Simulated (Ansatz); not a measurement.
**CH4GeS: up Jacob's ladder to CCSD(T)**

The task here is to estimate one member of a computed series from the others.

Method: functionals in def2-TZVPP, the program's frozen cores in correlated methods; program: Ansatz 0.2.0, Gaussian basis.

Plan: LDA (SPW92), PBE-D4, revPBE-D4, BLYP-D4, r2SCAN-D4, B97M-V, PBE0-D4, B3LYP-D4, r2SCANh-D4, r2SCAN0-D4, HSE06-D4, BHLYP-D4, CAM-B3LYP-D4, LC-ωPBE, ωB97X-V, ωB97M-V, B2PLYP, PBE-QIDH; CCSD(T)/def2-SVP; CCSD(T)/def2-TZVPP; MP2/def2-QZVPP; extrapolation to the limit; RPA on PBE.

## The relaxed structure

The geometry comes from an earlier relaxation with PBE0-D4 in a triple-zeta def2 set; it is a stationary point, not always the lowest conformer.

SMILES `[CH2]1[S][GeH2]1`, 7 atoms, charge 0, spin multiplicity 1.

Atoms are counted from 1 here; the program's logs count them from 0.

Bond lengths: C1–S2 1.847 Å, C1–Ge3 1.927 Å, C1–H4 1.085 Å, C1–H5 1.085 Å, S2–Ge3 2.189 Å, Ge3–H6 1.526 Å, Ge3–H7 1.526 Å. Angles: S2–C1–Ge3 70.9°, S2–C1–H4 114.1°, S2–C1–H5 114.1°, Ge3–C1–H4 118.3°, Ge3–C1–H5 118.3°, H4–C1–H5 113.9°, C1–S2–Ge3 56.3°, C1–Ge3–S2 52.8°, C1–Ge3–H6 119.4°, C1–Ge3–H7 119.4°, S2–Ge3–H6 116.9°, S2–Ge3–H7 116.9°, H6–Ge3–H7 116.2°.

The first run:

The input, in.yaml:

```yaml
crystal:
  periodic: [false, false, false]
  atoms:
    - {symbol: C, position_ang: [-0.765946, -0.226925, -0.570617]}
    - {symbol: S, position_ang: [-0.430690, -1.473871, 0.749398]}
    - {symbol: Ge, position_ang: [0.771938, 0.330457, 0.447896]}
    - {symbol: H, position_ang: [-0.609622, -0.595228, -1.579239]}
    - {symbol: H, position_ang: [-1.694935, 0.318442, -0.440431]}
    - {symbol: H, position_ang: [0.622145, 1.440316, 1.484729]}
    - {symbol: H, position_ang: [2.168310, 0.138708, -0.137436]}
basis:
  gaussian: {orbitals: def2-TZVPP}
hamiltonian: {xc: lda}
output: {orbitals: {seedname: orbitals}}
```

Run with:

```console
$ ansatz run in.yaml --threads 2 --pin off --events-out ev --progress --plain --max-ram 4352MiB
```

Among the steps run: LDA; PBE-D4 (GGA); revPBE-D4 (GGA); BLYP-D4 (GGA); r2SCAN-D4 (meta-GGA); B97M-V (meta-GGA); PBE0-D4 (hybrid); B3LYP-D4 (hybrid); r2SCANh-D4 (hybrid); r2SCAN0-D4 (hybrid); HSE06-D4 (hybrid); BHLYP-D4 (hybrid); CAM-B3LYP-D4 (range-separated); LC-ωPBE (range-separated); ωB97X-V (range-separated); ωB97M-V (range-separated); B2PLYP (double hybrid); PBE-QIDH (double hybrid).

One of the session's tables, all rows but one given; the rest of the session is left out.

It belongs to the step «Orbital energies across the functionals». 

```
  functional  HOMO (eV)  gap (eV)
 LDA (SPW92)      -5.66      4.12
      PBE-D4          ?         ?
   revPBE-D4      -5.52      4.30
     BLYP-D4      -5.39      4.18
   r2SCAN-D4      -5.81      4.71
      B97M-V      -5.89      4.80
     PBE0-D4      -6.77      6.30
    B3LYP-D4      -6.52      5.81
  r2SCANh-D4      -6.26      5.46
  r2SCAN0-D4      -6.93      6.58
    HSE06-D4      -6.37      5.52
    BHLYP-D4      -7.82      8.24
CAM-B3LYP-D4      -8.06      8.60
     LC-ωPBE      -9.47     11.13
     ωB97X-V      -9.11     10.67
     ωB97M-V      -8.95     10.34
```

**Question.** Estimate the row for PBE-D4.

**Answer.** HOMO (eV): -5.56; gap (eV): 4.25. In the column «HOMO (eV)» it lies between LDA (SPW92) (-5.66) and revPBE-D4 (-5.52).
